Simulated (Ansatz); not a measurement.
# C (C (110), 2 layers): a relaxation

Aim: a sound relaxation of C (C (110), 2 layers). The structure is shown as the input types it.

Program: Ansatz 0.2.0. Level of theory: Kohn-Sham DFT, with the functional, basis and potentials that each input names. These are calculated values, not measurements.

## (1) The starting structure

It takes space group Pmna (No. 53, orthorhombic). Conventional cell: a = 2.497 Å, b = 17.249 Å, c = 3.532 Å, α = 90.00°, β = 90.00°, γ = 90.00°. Around C (site symmetry m) lie 3 C at 1.30 to 1.39 Å.

Coordinates:

```
CELL_PARAMETERS angstrom
2.49731 0.00000 0.00000
0.00000 3.53172 0.00000
0.00000 0.00000 17.24870
ATOMIC_POSITIONS crystal
C 0.00000 0.33608 0.48257
C 0.50000 0.16392 0.48257
C 0.50000 0.83608 0.51743
C 0.00000 0.66392 0.51743
```

## (2) Running it

The input, input.yaml:

```yaml
crystal:
  lattice:
    - [2.4973051744, 0.0, 0.0]
    - [0.0, 3.531722847, 0.0]
    - [0.0, 0.0, 17.2487]
  atoms:
    - { symbol: C, position: [0.0, 0.336080595, 0.4825746385] }
    - { symbol: C, position: [0.5, 0.163919405, 0.4825746385] }
    - { symbol: C, position: [0.5, 0.8360806466, 0.5174253615] }
    - { symbol: C, position: [0.0, 0.6639193534, 0.5174253615] }
kpoints:
  mp_grid: { grid: [10, 7, 1] }
scf:
  occupations: { method: fermi_dirac, width: 0.02 }
  max_iter: 50
hamiltonian:
  xc: lda
  pseudopotentials: { kind: all_electron, lapw: { basis_error: 0.001 } }
  hubbard: { sites: [{ species: C, l: p, u_eff: -5.0 }] }
output:
  forces: true
  stress: true
  eigenvalues: true
relax:
  f_tol: 0.01
  max_steps: 12
efield:
  axis: 3
  amplitude: 0
  dipole_correction: true
```

Command:

```bash
$ ansatz run input.yaml --threads 1 --pin off --max-ram 3584MiB --backend cpu --events-out ev --progress --plain --runs-dir out
```

**Question.** How will this run end, and is anything wrong with its input?

This run ends as converged. Convergence says nothing about whether the input makes sense.

In the input, hamiltonian.hubbard.sites is [{species: C, l: p, u_eff: -5.0}]. The Hubbard parameter is far from any physical value.

To check: delete hamiltonian.hubbard.sites.
